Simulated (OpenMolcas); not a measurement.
# Au²⁺ among point charges: CASSCF and CASPT2 levels and susceptibility

Aim: the splitting of the states of Au²⁺ in the field of 3 point charges, its lowest levels with spin-orbit coupling and its magnetic susceptibility.

Program: OpenMolcas 26.06. Level of theory: state-averaged CASSCF and CASPT2, spin-orbit coupling by RASSI with atomic mean-field integrals. These are calculated values, not measurements, unless marked.

### Step 1. The atom as given

| Item | Value |
| --- | --- |
| Species | Au²⁺ (gold, Z = 79, 77 electrons) |
| Basis | ANO-RCC-VDZP [7s6p4d2f], 59 functions |
| Scalar Hamiltonian | DKH2, point nucleus |
| Inactive shells | 1s 2s 2p 3s 3p 3d 4s 4p 4d 4f 5s 5p |
| Active space | 9 electrons in 5 orbitals (5d) |
| Some configurations of this space | 5d⁹ |
| Orbitals | optimised for each spin and parity, averaged over all roots |

Outer shells as boxes (Hund's rule):

5d9
```
5d [↑↓][↑↓][↑↓][↑↓][↑ ]
```

The ion sits among 3 point charges of -2 e arranged as a planar triangle (D3h), 2.14 Å from the ion.

Each step is its own input file, run in one work folder so that later steps find the files of earlier ones. Labels, J, g values, rates, χT and fits are worked out afterwards by a script from the matrices that RASSI stores.

### Step 2. One- and two-electron integrals

a.inp

```
&GATEWAY
Coord
1

Au 0.0 0.0 0.0
Basis=ANO-RCC-VDZP
Group=NoSym
NoMove
AngMom=0.0 0.0 0.0
AMFI
XField
3 Angstrom 0
2.140000 0.000000 0.000000 -2.000000
-1.070000 1.853294 0.000000 -2.000000
-1.070000 -1.853294 0.000000 -2.000000
&SEWARD
```

On the command line:

```console
OMP_NUM_THREADS=1 MOLCAS_MEM=1689 MOLCAS_PROJECT=a pymolcas a.inp > a.log
```

### Step 3. Reference wave functions, doublets, 5 roots

a.inp

```
&RASSCF
FileOrb=start.orb
Symmetry=1
Spin=2
nActEl=9 0 0
Inactive=34
Ras2=5
CIRoot=5 5 1
SDav=5
CIMx=300
Iter=120 100
PrWF=0.3
OrbListing=Nothing
MaxOrb=0
>>> COPY $Project.JobIph JOB001
```

start.orb holds the contracted functions of the basis, ordered by shell, or the orbitals of the step before.

### Step 4. State interaction with spin-orbit coupling

a.inp

```
&RASSI
NrOfJobIphs=1 5
1 2 3 4 5
IphNames
JOB001
EJob
SpinOrbit
DIPRint=1.0
SOCoupling=1000.0
Subsets=2
Property=9
'ANGMOM' 1 'ANGMOM' 2 'ANGMOM' 3 'MLTPL  1' 1 'MLTPL  1' 2 'MLTPL  1' 3
'AMFI' 1 'AMFI' 2 'AMFI' 3
SOProperty=3
'ANGMOM' 1 'ANGMOM' 2 'ANGMOM' 3
```

### Step 5. CASPT2: IPEA 0.25, imaginary shift 0.1 (closed shells correlated: 4f 5s 5p)

a.inp

```
>>> COPY JOB001 $Project.JobIph
&CASPT2
Multistate=5 1 2 3 4 5
NoMult
Frozen=23
IPEA=0.25
Imaginary=0.1
MaxIter=60
WThr=0.0 0.3 0.05
PrWF=0.5
NoMix
```

(Steps that only read results are left out.)

What does the calculation give? Wanted: spin-free ground state; first state of the same spin within the active space; lowest level; next level.

The runs gave:

```
                                            quantity                                                                           value
                                              method  SS-CASPT2, IPEA 0.25, imaginary shift 0.1 (closed shells correlated: 4f 5s 5p)
                              spin-free ground state                                                  2E, 2-fold in its orbital part
first state of the same spin within the active space                                                                2E at 10800 cm⁻¹
                                        lowest level                                               2-fold E1/2, g = 0.00, 0.00, 5.96
                                          next level                                                                     6858.6 cm⁻¹
                                         χT at 300 K                                                                  1.14 cm³ K/mol
                           effective moment at 300 K                                                                         3.02 μB
```

Cost by method:

```csv
method,time of its own steps,time with the reference
A. CASSCF,2.4 s,2.4 s
"B. SS-CASPT2, IPEA 0.25, imaginary shift 0.1, +4f 5s 5p",1.4 s,3.8 s
```

Times are of one thread on a shared host.

The spin-free ground state (2E) comes to 100 % from free-ion D terms and keeps the highest spin of the shell. χT at 300 K is 1.14, against 0.38 cm³ K/mol for the spin alone, so orbital moment adds to it. CASPT2 does not keep the components of a term degenerate, and the means are used. The field of point charges can differ much from that of real complexes. Point charges carry no covalency, so the field is a model and not that of real ligands.
